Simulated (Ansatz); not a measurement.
# C8H18Cl2Si: up Jacob's ladder to CCSD(T)

The task here is to estimate one member of a computed series from the others.

Method: functionals in def2-TZVPP, the program's frozen cores in correlated methods; program: Ansatz 0.2.0, Gaussian basis.

The runs, in order: LDA (SPW92), PBE-D4, revPBE-D4, BLYP-D4, r2SCAN-D4, B97M-V, PBE0-D4, B3LYP-D4, r2SCANh-D4, r2SCAN0-D4, HSE06-D4, BHLYP-D4, CAM-B3LYP-D4, LC-ωPBE, ωB97X-V, ωB97M-V, B2PLYP, PBE-QIDH; CCSD(T)/def2-SVP; CCSD(T)/def2-TZVPP; MP2/def2-QZVPP; extrapolation to the limit; RPA on PBE.

## Structure used throughout

All runs share one geometry, relaxed beforehand with PBE0-D4 in a triple-zeta def2 set.

SMILES `CC(C)(C)[Si](Cl)(Cl)C(C)(C)C`, 29 atoms, charge 0, spin multiplicity 1.

Atoms are counted from 1 here; the program's logs count them from 0.

Bond lengths: C1–C2 1.529 Å, C1–H12 1.093 Å, C1–H13 1.092 Å, C1–H14 1.096 Å, C2–C3 1.530 Å, C2–C4 1.532 Å, C2–Si5 1.897 Å, C3–H15 1.092 Å, C3–H16 1.091 Å, C3–H17 1.096 Å, C4–H18 1.096 Å, C4–H19 1.092 Å, C4–H20 1.092 Å, Si5–Cl6 2.070 Å, Si5–Cl7 2.070 Å, Si5–C8 1.897 Å, C8–C9 1.532 Å, C8–C10 1.530 Å and more. Angles: C2–C1–H12 112.1°, C2–C1–H13 112.2°, C2–C1–H14 109.3°, H12–C1–H13 108.2°, H12–C1–H14 107.6°, H13–C1–H14 107.3°, C1–C2–C3 109.7°, C1–C2–C4 108.9°, C1–C2–Si5 110.6°, C3–C2–C4 108.7°, C3–C2–Si5 110.7°, C4–C2–Si5 108.1°, C2–C3–H15 112.0°, C2–C3–H16 112.4°, C2–C3–H17 109.2°, H15–C3–H16 108.2°, H15–C3–H17 107.6°, H16–C3–H17 107.3° and more.

The first run:

Input file in.yaml:

```yaml
crystal:
  periodic: [false, false, false]
  atoms:
    - {symbol: C, position_ang: [-1.706052, 0.370202, 1.511889]}
    - {symbol: C, position_ang: [-0.446494, 1.141024, 1.113749]}
    - {symbol: C, position_ang: [0.685723, 0.818493, 2.090424]}
    - {symbol: C, position_ang: [-0.741571, 2.642287, 1.182838]}
    - {symbol: Si, position_ang: [0.060610, 0.720506, -0.664799]}
    - {symbol: Cl, position_ang: [1.735951, 1.858134, -1.092068]}
    - {symbol: Cl, position_ang: [-1.456145, 1.389460, -1.903942]}
    - {symbol: C, position_ang: [0.448225, -1.060802, -1.188160]}
    - {symbol: C, position_ang: [0.875739, -1.043108, -2.658721]}
    - {symbol: C, position_ang: [-0.789939, -1.948049, -1.048220]}
    - {symbol: C, position_ang: [1.590454, -1.633325, -0.347509]}
    - {symbol: H, position_ang: [-2.525610, 0.530305, 0.807178]}
    - {symbol: H, position_ang: [-1.525799, -0.703840, 1.588102]}
    - {symbol: H, position_ang: [-2.043974, 0.713728, 2.495992]}
    - {symbol: H, position_ang: [1.612656, 1.331586, 1.824790]}
    - {symbol: H, position_ang: [0.893515, -0.251438, 2.147588]}
    - {symbol: H, position_ang: [0.399542, 1.149455, 3.095027]}
    - {symbol: H, position_ang: [-1.023044, 2.902924, 2.209207]}
    - {symbol: H, position_ang: [-1.566333, 2.927063, 0.526851]}
    - {symbol: H, position_ang: [0.130458, 3.241731, 0.913249]}
    - {symbol: H, position_ang: [1.090462, -2.068603, -2.979417]}
    - {symbol: H, position_ang: [0.090418, -0.648127, -3.306563]}
    - {symbol: H, position_ang: [1.777281, -0.447717, -2.814887]}
    - {symbol: H, position_ang: [-1.101141, -2.066823, -0.008878]}
    - {symbol: H, position_ang: [-0.562593, -2.946974, -1.436969]}
    - {symbol: H, position_ang: [-1.638116, -1.557788, -1.615081]}
    - {symbol: H, position_ang: [1.871897, -2.616147, -0.741856]}
    - {symbol: H, position_ang: [1.304437, -1.773155, 0.696766]}
    - {symbol: H, position_ang: [2.479745, -0.999105, -0.376578]}
basis:
  gaussian: {orbitals: def2-TZVPP}
hamiltonian: {xc: lda}
output: {orbitals: {seedname: orbitals}}
```

The run is started by

```console
ansatz run in.yaml --threads 10 --pin off --events-out ev --progress --plain --max-ram 110592MiB --backend cuda --devices 0, --max-vram 75GiB
```

Steps of the session up to this table: LDA; PBE-D4 (GGA); revPBE-D4 (GGA); BLYP-D4 (GGA); r2SCAN-D4 (meta-GGA); B97M-V (meta-GGA); B3LYP-D4 (hybrid); r2SCANh-D4 (hybrid); r2SCAN0-D4 (hybrid); HSE06-D4 (hybrid); BHLYP-D4 (hybrid); CAM-B3LYP-D4 (range-separated); LC-ωPBE (range-separated); ωB97X-V (range-separated); ωB97M-V (range-separated); B2PLYP (double hybrid); PBE-QIDH (double hybrid).

One table of the session follows, with a row left open; its other results are not shown here.

It belongs to the step «Orbital energies across the functionals». 

```
  functional  HOMO (eV)  LUMO (eV)  gap (eV)
 LDA (SPW92)      -6.60      -0.36      6.24
      PBE-D4          ?          ?         ?
   revPBE-D4      -6.43       0.06      6.48
     BLYP-D4      -6.39       0.07      6.46
   r2SCAN-D4      -6.72       0.29      7.01
      B97M-V      -6.84       0.05      6.90
     PBE0-D4      -7.69       0.82      8.51
    B3LYP-D4      -7.52       0.54      8.06
  r2SCANh-D4      -7.17       0.62      7.78
  r2SCAN0-D4      -7.84       1.08      8.93
    HSE06-D4      -7.29       0.45      7.74
    BHLYP-D4      -8.85       1.50     10.36
CAM-B3LYP-D4      -9.03       1.65     10.68
     LC-ωPBE     -10.29       2.94     13.23
     ωB97X-V      -9.99       2.67     12.66
     ωB97M-V      -9.83       2.30     12.13
```

Q: Estimate the row for PBE-D4 from the others.

The run gave: HOMO (eV): -6.48; LUMO (eV): -0.07; gap (eV): 6.42. In the column «HOMO (eV)» it lies between LDA (SPW92) (-6.60) and revPBE-D4 (-6.43).
